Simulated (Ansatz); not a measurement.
# C3H5F3O: a ladder of functionals and wavefunction methods

The task here is to estimate one member of a computed series from the others.

Computed with Ansatz 0.2.0, Gaussian basis. Level: functionals in def2-TZVPP, the program's frozen cores in correlated methods.

Plan: LDA (SPW92), PBE-D4, revPBE-D4, BLYP-D4, r2SCAN-D4, B97M-V, PBE0-D4, B3LYP-D4, r2SCANh-D4, r2SCAN0-D4, HSE06-D4, BHLYP-D4, CAM-B3LYP-D4, LC-ωPBE, ωB97X-V, ωB97M-V, B2PLYP, PBE-QIDH; CCSD(T)/def2-SVP; CCSD(T)/def2-TZVPP; MP2/def2-QZVPP; extrapolation to the limit; RPA on PBE.

### The relaxed structure

The geometry comes from an earlier relaxation with PBE0-D4 in a triple-zeta def2 set; it is a stationary point, not always the lowest conformer.

SMILES `FCOCC(F)F`, 12 atoms, charge 0, spin multiplicity 1.

Atoms are counted from 1 here; the program's logs count them from 0.

Bond lengths: F1–C2 1.381 Å, C2–O3 1.372 Å, C2–H8 1.091 Å, C2–H9 1.094 Å, O3–C4 1.407 Å, C4–C5 1.510 Å, C4–H10 1.095 Å, C4–H11 1.093 Å, C5–F6 1.360 Å, C5–F7 1.352 Å, C5–H12 1.096 Å. Angles: F1–C2–O3 110.4°, F1–C2–H8 108.0°, F1–C2–H9 106.7°, O3–C2–H8 107.0°, O3–C2–H9 112.7°, H8–C2–H9 111.9°, C2–O3–C4 115.3°, O3–C4–C5 112.0°, O3–C4–H10 111.8°, O3–C4–H11 107.8°, C5–C4–H10 109.0°, C5–C4–H11 108.0°, H10–C4–H11 108.0°, C4–C5–F6 110.6°, C4–C5–F7 110.8°, C4–C5–H12 111.6°, F6–C5–F7 107.2°, F6–C5–H12 108.0° and more.

Set-up of the first run:

in.yaml reads:

```yaml
crystal:
  periodic: [false, false, false]
  atoms:
    - {symbol: F, position_ang: [-0.146651, -2.395672, 0.928634]}
    - {symbol: C, position_ang: [0.223324, -1.115405, 1.292156]}
    - {symbol: O, position_ang: [0.908636, -0.506769, 0.271409]}
    - {symbol: C, position_ang: [0.123087, -0.101667, -0.823075]}
    - {symbol: C, position_ang: [-0.238055, 1.362787, -0.750464]}
    - {symbol: F, position_ang: [-0.957757, 1.624108, 0.373521]}
    - {symbol: F, position_ang: [0.873740, 2.130270, -0.700912]}
    - {symbol: H, position_ang: [0.908526, -1.189973, 2.137261]}
    - {symbol: H, position_ang: [-0.696508, -0.585671, 1.557954]}
    - {symbol: H, position_ang: [-0.795032, -0.692179, -0.905128]}
    - {symbol: H, position_ang: [0.708559, -0.260453, -1.731802]}
    - {symbol: H, position_ang: [-0.834970, 1.675425, -1.615453]}
basis:
  gaussian: {orbitals: def2-TZVPP}
hamiltonian: {xc: lda}
output: {orbitals: {seedname: orbitals}}
```

Launch:

```sh
$ ansatz run in.yaml --threads 4 --pin off --events-out ev --progress --plain --max-ram 11315MiB
```

Among the steps run: LDA; PBE-D4 (GGA); revPBE-D4 (GGA); BLYP-D4 (GGA); r2SCAN-D4 (meta-GGA); B97M-V (meta-GGA); PBE0-D4 (hybrid); B3LYP-D4 (hybrid); r2SCANh-D4 (hybrid); r2SCAN0-D4 (hybrid); HSE06-D4 (hybrid); BHLYP-D4 (hybrid); CAM-B3LYP-D4 (range-separated); LC-ωPBE (range-separated); ωB97X-V (range-separated); ωB97M-V (range-separated); B2PLYP (double hybrid); PBE-QIDH (double hybrid).

One of the session's tables, all rows but one given; the rest of the session is left out.

It belongs to the step «Frontier levels by functional». 

| functional | HOMO (eV) | LUMO (eV) | gap (eV) |
| --- | --- | --- | --- |
| LDA (SPW92) | -7.19 | 0.06 | 7.25 |
| PBE-D4 | ? | ? | ? |
| revPBE-D4 | -6.94 | 0.41 | 7.35 |
| BLYP-D4 | -6.96 | 0.30 | 7.26 |
| r2SCAN-D4 | -7.36 | 0.92 | 8.28 |
| B97M-V | -7.53 | 0.52 | 8.05 |
| PBE0-D4 | -8.66 | 1.21 | 9.87 |
| B3LYP-D4 | -8.45 | 0.84 | 9.28 |
| r2SCANh-D4 | -7.98 | 1.24 | 9.22 |
| r2SCAN0-D4 | -8.91 | 1.67 | 10.59 |
| HSE06-D4 | -8.25 | 0.83 | 9.09 |
| BHLYP-D4 | -10.31 | 1.83 | 12.15 |
| CAM-B3LYP-D4 | -10.18 | 1.98 | 12.15 |
| LC-ωPBE | -11.46 | 3.33 | 14.79 |
| ωB97X-V | -11.15 | 3.14 | 14.29 |
| ωB97M-V | -11.08 | 2.71 | 13.79 |

**Question.** Estimate the row for PBE-D4.

The run gave: HOMO (eV): -7.01; LUMO (eV): 0.31; gap (eV): 7.32. In the column «HOMO (eV)» it lies between LDA (SPW92) (-7.19) and BLYP-D4 (-6.96).
